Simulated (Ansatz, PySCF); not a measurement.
# HfCl4(H2O): plane waves, with and without spin–orbit coupling

Aim: solve HfCl4(H2O) in a box with plane waves and see what spin–orbit coupling changes. The species was built from a template and needn't be a known compound.

The runs use Ansatz 0.2.0; DFT PBE, plane waves, PAW, molecule in a box with 9 Å of vacuum.

3 further runs of the same task are left out: 2 for a known fault of the program, 1 that didn't finish. Runs told in other sessions of the task aren't counted.

## (1) Starting geometry

8 atoms, charge 0, spin multiplicity 1.

Bond lengths: Hf1–Cl2 2.418 Å, Hf1–Cl3 2.418 Å, Hf1–Cl4 2.344 Å, Hf1–Cl5 2.344 Å, Hf1–O6 2.265 Å, O6–H7 0.979 Å, O6–H8 0.979 Å. Angles: Cl2–Hf1–Cl3 147.8°, Cl2–Hf1–Cl4 99.3°, Cl2–Hf1–Cl5 99.1°, Cl2–Hf1–O6 73.9°, Cl3–Hf1–Cl4 99.1°, Cl3–Hf1–Cl5 99.3°, Cl3–Hf1–O6 73.9°, Cl4–Hf1–Cl5 109.3°, Cl4–Hf1–O6 125.3°, Cl5–Hf1–O6 125.3°, Hf1–O6–H7 123.3°, Hf1–O6–H8 123.3°, H7–O6–H8 113.3°.

Coordinates:

```mol
Cl4H2HfO
  3D, bonds by distance, orders not assigned

  8  7  0  0  0  0  0  0  0  0999 V2000
   -0.0256   -0.0444    0.0000 Hf  0  0
   -0.5371   -0.5229    2.3140 Cl  0  0
   -0.1842   -0.7266   -2.3140 Cl  0  0
    2.3017    0.1775    0.1634 Cl  0  0
   -0.9972    2.0821   -0.1634 Cl  0  0
   -1.1583   -2.0063    0.0000 O   0  0
   -1.4868   -2.4379    0.8148 H   0  0
   -1.3678   -2.5065   -0.8148 H   0  0
  1  2  8  0
  1  3  8  0
  1  4  8  0
  1  5  8  0
  1  6  8  0
  6  7  8  0
  6  8  8  0
M  END
```

Formal oxidation states: Hf +4. An earlier session relaxed this geometry at PBE, Hf def2-SVP with ECP60, Cl def2-SVP, O def2-SVP, H def2-SVP (singlet, point group C2v).

## (2) Scalar-relativistic

input.yaml

```yaml
crystal:
  lattice:
    - [12.79, 0.0, 0.0]
    - [0.0, 13.59, 0.0]
    - [0.0, 0.0, 13.63]
  atoms:
    - { symbol: Hf, position: [0.46607819, 0.51229801, 0.49992883] }
    - { symbol: Cl, position: [0.4260907, 0.47709272, 0.6697036] }
    - { symbol: Cl, position: [0.45367631, 0.46210375, 0.33015407] }
    - { symbol: Cl, position: [0.64804457, 0.52862546, 0.51191709] }
    - { symbol: Cl, position: [0.3901165, 0.66877189, 0.48794057] }
    - { symbol: O, position: [0.37751837, 0.36793525, 0.49992883] }
    - { symbol: H, position: [0.35183737, 0.33617881, 0.55970653] }
    - { symbol: H, position: [0.36113683, 0.33112583, 0.44015114] }
basis:
  ecutwfc: 420
  ecutrho_ratio: 4
kpoints:
  mp_grid: { grid: [1, 1, 1] }
hamiltonian:
  xc: pbe
scf:
  occupations: { method: gaussian, width: 0.01 }
output:
  forces: true
  eigenvalues: true
  populations: true
```

The run is started by

```console
$ ansatz run input.yaml --threads 2 --pin off --max-ram 5120MiB --backend cpu --events-out ev --progress --plain --runs-dir out
```

The program printed, cut to the lines that bear on the results:

```text
Warning: RAYON_NUM_THREADS=2 ignored (pool sized by the plan → 2); use --threads N
[...]
Pseudopotentials: kind: paw
Pseudopotential: Hf, paw, valence charge 26, recommended cutoff 420 eV (normal), Hf.paw.azcp
Pseudopotential: Cl, paw, valence charge 7, recommended cutoff 420 eV (normal), Cl.paw.azcp
Pseudopotential: O, paw, valence charge 6, recommended cutoff 420 eV (normal), O.paw.azcp
Pseudopotential: H, paw, valence charge 1, recommended cutoff 420 eV (normal), H.paw.azcp
Functional definition: PBE
[...]
Crystal: 8 atoms, lattice volume = 2369.113 Å³
Basis set: ecut = 420 eV, 46355 PW (Γ), exchange–correlation on 180×192×192 points (8 copies of the dense FFT grid, shifted against one another)
Bands: 39, of which v1, the nominal top of the filled ones, is band 31 counted from 1 (30 counted from 0)
Symmetry: 1 space group operations
Space group: P1 (ITA 1), of the structure as read, at distance tolerance 1.3e-4 Å
k-points: 1
[...]
SCF iter   1: F=—  HF=-20647.833542 eV  |F-HF|=—  |Δ(HF+E_count)|=         —  Δρ=1.04e-3  dr2=7.99e-2  ethr=1.77e-3  ⟨swp⟩=10.0  Hψ=188  notcnv=0
[...]
SCF iter   8: F=-20647.824051 eV  HF=-20647.824051 eV  |F-HF|=8.22e-8  |Δ(HF+E_count)|=   1.51e-7  Δρ=6.95e-7  dr2=6.72e-9  ethr=1.61e-10  ⟨swp⟩=17.0  Hψ=199  notcnv=0
[...]
SCF converged after 8 iterations
Free energy (F): -20647.824051 eV
[...]
E sigma→0 (E₀):  -20647.824051 eV
Fermi energy:    -4.507091 eV
[...]
--- Forces (eV/Å), atoms counted from 1 ---
  atom   1  Hf     0.05029762     0.08041606     0.00091696
  atom   2  Cl     0.08492209     0.09217289    -0.25925489
  atom   3  Cl     0.03807234     0.11891327     0.25878235
  atom   4  Cl    -0.39870070    -0.02764470    -0.02445457
  atom   5  Cl     0.17427508    -0.35201412     0.02402823
  atom   6  O     -0.10168675    -0.17799879     0.00000995
  atom   7  H      0.08979305     0.12544291    -0.21571590
  atom   8  H      0.06303706     0.14072866     0.21568842
[...]
--- Band table (eV) ---
[...]
--- Löwdin populations: 8 sites ---
  site symbol       q [e]
     0     Hf     24.7891
     1     Cl      7.3479
     2     Cl      7.3479
     3     Cl      7.2539
     4     Cl      7.2551
     5      O      6.6215
     6      H      0.5569
     7      H      0.5569
  spilling = 0.004368 (of n_electrons = 62.000000)
```

It took 5.1 s on 2 threads of Arm Neoverse V2, shared host; peak memory 1.2 GiB.

Levels from the highest filled one (eV). Filled: -1.56, -1.23, -1.04, -1.01, -0.92, -0.57, -0.36, -0.13, -0.05, 0.00. Empty: 4.88, 4.96, 5.21, 5.57, 5.69, 6.94, 7.15, 7.35.

## (3) Spin–orbit coupling

input.yaml: that of step 2 with these lines changed.

```diff
@@ -27 +27,8 @@
   populations: true
+  write_density: true
+  write_potential: true
+  elf: true
+  volumetric_format: npy
+magnetization:
+  noncollinear: true
+  spin_orbit: true
```

The run is started by

```console
$ ansatz run input.yaml --threads 2 --pin off --max-ram 5120MiB --backend cpu --events-out ev --progress --plain --runs-dir out
```

The program printed, cut to the lines that bear on the results:

```text
Warning: RAYON_NUM_THREADS=2 ignored (pool sized by the plan → 2); use --threads N
[...]
Pseudopotentials: kind: paw_fr
Pseudopotential: Hf, paw_fr, valence charge 26, recommended cutoff 420 eV (normal), Hf.paw.azcp#standard-fr
Pseudopotential: Cl, paw_fr, valence charge 7, recommended cutoff 420 eV (normal), Cl.paw.azcp#standard-fr
Pseudopotential: O, paw_fr, valence charge 6, recommended cutoff 420 eV (normal), O.paw.azcp#standard-fr
Pseudopotential: H, paw_fr, valence charge 1, recommended cutoff 420 eV (normal), H.paw.azcp#standard-fr
[... 1 set-up line as earlier in the session ...]
[...]
non-collinear run that drives no moment, with spin-orbit: no starting moment large enough to seed its density (crystal.atoms[].spin), no starting occupations that ask for one, no magnetisation constraint and no magnetic field, so the semilocal B_xc is pinned to zero
Crystal: 8 atoms, lattice volume = 2369.113 Å³
Basis set: ecut = 420 eV, 46355 PW (Γ), exchange–correlation on 180×192×192 points (8 copies of the dense FFT grid, shifted against one another)
[...]
WARN: The output density's exchange-correlation potential varies sharply where the density is thin. Do not read a vacuum level from v_tot or v_xc, or from such a field of the output density. On a cell that repeats whose density bears no net charge and no dipole along the vacuum's axis use [...]
  site 4: m = (+0.0000, +0.0000, +0.0000) μB, |m| = 0.0000 μB  (R = 0.97 Å)
  site 5: m = (+0.0000, +0.0000, +0.0000) μB, |m| = 0.0000 μB  (R = 0.40 Å)
  site 6: m = (+0.0000, +0.0000, +0.0000) μB, |m| = 0.0000 μB  (R = 0.40 Å)
  site 7: m = (+0.0000, +0.0000, +0.0000) μB, |m| = 0.0000 μB  (R = 0.40 Å)
Free energy (F): -20666.483394 eV
[...]
E sigma→0 (E₀):  -20666.483394 eV
Fermi energy:    -4.536256 eV
[...]
--- Forces (eV/Å), atoms counted from 1 ---
  atom   1  Hf     0.05066880     0.08102473     0.00093214
  atom   2  Cl     0.08897536     0.09644483    -0.27497505
  atom   3  Cl     0.03973413     0.12456181     0.27448651
  atom   4  Cl    -0.41509701    -0.03007603    -0.02557400
  atom   5  Cl     0.18035898    -0.36743410     0.02514503
  atom   6  O     -0.09754019    -0.17080729     0.00000666
  atom   7  H      0.08970193     0.12554061    -0.21417042
  atom   8  H      0.06316781     0.14069616     0.21414432
[...]
--- Band table (eV) ---
[...]
--- Löwdin populations: 8 sites ---
  site symbol       q [e]
     0     Hf     24.7866
     1     Cl      7.3478
     2     Cl      7.3479
     3     Cl      7.2541
     4     Cl      7.2553
     5      O      6.6216
     6      H      0.5569
     7      H      0.5569
  spilling = 0.004405 (of n_electrons = 62.000000)
```

Run time: 33 s. Hardware: 2 threads of Arm Neoverse V2, shared host; peak memory 3.3 GiB.

Levels from the highest filled one (eV). Filled: -0.59, -0.59, -0.38, -0.38, -0.14, -0.14, -0.07, -0.07, 0.00, 0.00. Empty: 4.80, 4.80, 4.92, 4.92, 5.27, 5.27, 5.60, 5.60.

## (4) The runs side by side

| run | gap (eV) | largest force component (eV/Å) | time |
| --- | --- | --- | --- |
| scalar-relativistic | 4.88 | 0.40 | 5.1 s |
| spin–orbit coupling | 4.80 | 0.42 | 33 s |

Spin–orbit coupling changes the gap between the highest filled and lowest empty level from 4.88 to 4.80 eV, at 6.5 times the wall time. The geometry was relaxed with PBE in Gaussian bases, so forces remain. Levels near the vacuum level depend on the box.

The gaps are Kohn-Sham values of a semilocal functional, not quasiparticle or optical gaps. Such gaps usually fall short of the measured ones.
